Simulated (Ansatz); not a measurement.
# C₂H₃Sn radical: basis-set convergence

How large a basis does C₂H₃Sn radical need? Two functionals are run in growing sets.

Program: Ansatz 0.2.0, Gaussian basis. Level of theory: one geometry, several basis sets. These are calculated values, not measurements.

The runs, in order: PBE0-D4/def2-SVP; ωB97M-V/def2-SVP; PBE0-D4/def2-QZVPP; ωB97M-V/def2-QZVPP; the functionals' def2-TZVPP values are taken from earlier runs.

## 1. Structure used throughout

An earlier PBE0-D4 in a triple-zeta def2 set relaxation fixed the geometry. Sn takes the def2 core potential; no spin-orbit term is included.

SMILES `C#[C][SnH2]`, 6 atoms, charge 0, spin multiplicity 2.

Atoms are counted from 1 here; the program's logs count them from 0.

Bond lengths: C1–C2 1.209 Å, C1–H4 1.066 Å, C2–Sn3 2.081 Å, Sn3–H5 1.714 Å, Sn3–H6 1.714 Å. Angles: C2–C1–H4 178.8°, C1–C2–Sn3 174.3°, C2–Sn3–H5 107.8°, C2–Sn3–H6 107.8°, H5–Sn3–H6 111.7°.

Geometry (Å):

```xyz
6

C    -0.3931   -1.8300   -0.1721
C    -0.0484   -0.6801   -0.0276
Sn    0.7211    1.2252    0.3000
H    -0.7160   -2.8371   -0.3079
H     0.8139    2.0198   -1.2161
H    -0.3356    2.0380    1.3777
```

## 2. PBE0-D4 in def2-SVP

in.yaml reads:

```yaml
crystal:
  periodic: [false, false, false]
  atoms:
    - {symbol: C, position_ang: [-0.393120, -1.829974, -0.172129]}
    - {symbol: C, position_ang: [-0.048361, -0.680146, -0.027594]}
    - {symbol: Sn, position_ang: [0.721132, 1.225223, 0.299999]}
    - {symbol: H, position_ang: [-0.715960, -2.837071, -0.307946]}
    - {symbol: H, position_ang: [0.813868, 2.019849, -1.216132]}
    - {symbol: H, position_ang: [-0.335559, 2.038019, 1.377702]}
basis:
  gaussian: {orbitals: def2-SVP}
magnetization: {spin_polarized: true, initial_magnetization: 1}
hamiltonian: {xc: pbe0, dispersion: d4}
output: {orbitals: {seedname: orbitals}}
```

After this run come: ωB97M-V in def2-SVP; PBE0-D4 in def2-QZVPP; ωB97M-V in def2-QZVPP.

Before running them: what should the planned runs give, taken together? Wanted: PBE0-D4: double and triple zeta above quadruple; ωB97M-V: double and triple zeta above quadruple.

The runs gave:

| quantity | value |
| --- | --- |
| PBE0-D4: double and triple zeta above quadruple | 2.81, 0.16 eV |
| ωB97M-V: double and triple zeta above quadruple | 2.93, 0.15 eV |

PBE0-D4 gains 2.65 eV from double to triple zeta, then 0.16 eV more. Total energies overstate the basis error of differences, where much of it tends to cancel.
